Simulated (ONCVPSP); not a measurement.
# Pseudopotential generation for Cl: ONCV, LDA (Perdew-Wang 92)

Aim: build the potential from the settings below, then test how well it stands in for the atom: other configurations, scattering, ghost states and the plane-wave cutoff that it needs.

Program: ONCVPSP 4.0.1. Reference atom: LDA (Perdew-Wang 92), scalar-relativistic, spherical and spin-unpolarised. All values are calculated.

## (1) The atom and the settings

Typed settings, in words:

- element: chlorine (Cl, Z = 17)
- type: optimised norm-conserving Vanderbilt (ONCV)
- frozen core: [Ne]
- valence charge: 7
- reference configuration: 3s2 3p5
- partial waves: 3s: rc 1.35 bohr, ncon 3, nbas 7, qcut 4.9 1/bohr, 2 projectors, debl 1.7 Ha; 3p: rc 1.40 bohr, ncon 4, nbas 7, qcut 5.3 1/bohr, 2 projectors, debl 2.7 Ha; d scattering state at 0.3 Ha: rc 1.30 bohr, ncon 4, nbas 8, qcut 7.3 1/bohr, 3 projectors, debl 3.1 Ha
- local potential: polynomial inside 1.20 bohr (lpopt 3, dvloc0 0 Ha)
- core correction: not asked for

An earlier all-electron run gives the scale for the radii.

All-electron outer shells of the reference configuration (LDA (PZ), scalar-relativistic, ld1.x):

| shell | level (eV) | outermost node (bohr) | outermost maximum (bohr) |
| --- | --- | --- | --- |
| 2s | -251.73 | 0.12 | 0.36 |
| 2p | -191.63 | – | 0.30 |
| 3s | -20.69 | 0.56 | 1.27 |
| 3p | -8.70 | 0.53 | 1.43 |

## (2) Generation

The input, Cl.dat:

```
# ATOM AND REFERENCE CONFIGURATION
# atsym  z   nc   nv     iexc    psfile
  Cl 17.00    3    2  -001012      upf
#
#   n    l    f
    1    0    2.00
    2    0    2.00
    2    1    6.00
    3    0    2.00
    3    1    5.00
#
# PSEUDOPOTENTIAL AND OPTIMIZATION
# lmax
    2
#
#   l,   rc,      ep,       ncon, nbas, qcut
    0    1.35    0.00    3    7    4.90
    1    1.40    0.00    4    7    5.30
    2    1.30    0.30    4    8    7.30
#
# LOCAL POTENTIAL
# lloc, lpopt,  rc(5),   dvloc0
    4    3    1.20    0.00
#
# VANDERBILT-KLEINMAN-BYLANDER PROJECTORs
# l, nproj, debl
    0    2    1.70
    1    2    2.70
    2    3    3.10
#
# MODEL CORE CHARGE
# icmod, fcfact, rcfact
    0    0.00    0.00
#
# LOG DERIVATIVE ANALYSIS
# epsh1, epsh2, depsh
   -2.00    5.00    0.02
#
# OUTPUT GRID
# rlmax, drl
    6.00    0.01
#
# TEST CONFIGURATIONS
# ncnf
    4
# nvcnf
#   n    l    f
    2
    3    0    2.00
    3    1    4.00
#
    2
    3    0    2.00
    3    1    3.00
#
    2
    3    0    2.00
    3    1    2.00
#
    2
    3    0    1.00
    3    1    5.00
#
```

Run with:

```
$ oncvpsp.x < Cl.dat > Cl.out
```

**Question.** What will these runs give? Wanted: cutoffs for 1 and 0.1 mHa per electron, occupied waves; bound ghosts; GHOST(+) flags; largest test error; largest phase difference near zero energy, channels read.

**Answer**, as computed:

| quantity | value |
| --- | --- |
| cutoffs for 1 and 0.1 mHa per electron, occupied waves | 22 Ha and 75 Ha |
| bound ghosts | none found |
| GHOST(+) flags | none at low energy |
| largest test error (AE − PS) | +94 meV, for 3s2 3p2 |
| largest phase difference near zero energy, channels read | 0.000 rad |

By total energies transferability is fair: the largest error is 94 meV on 77.9 eV, for 3s2 3p2. That test lies far up in energy; among those under 40 eV, nearer to bonding, the largest error is 22 meV. It counts as of middling hardness, with 22 Ha needed at the looser tolerance. The tighter tolerance needs 75 Ha, and converged work needs a cutoff nearer that. At the looser tolerance the 3s wave is the slowest; 3p needs 8 Ha. That counts occupied waves only; other projectors can need more. The program's ghost test flags no bound state. Near zero energy the phases of the channels with partial waves agree within 0.001 rad. These are tests on the free atom; a crystal test is still owed.
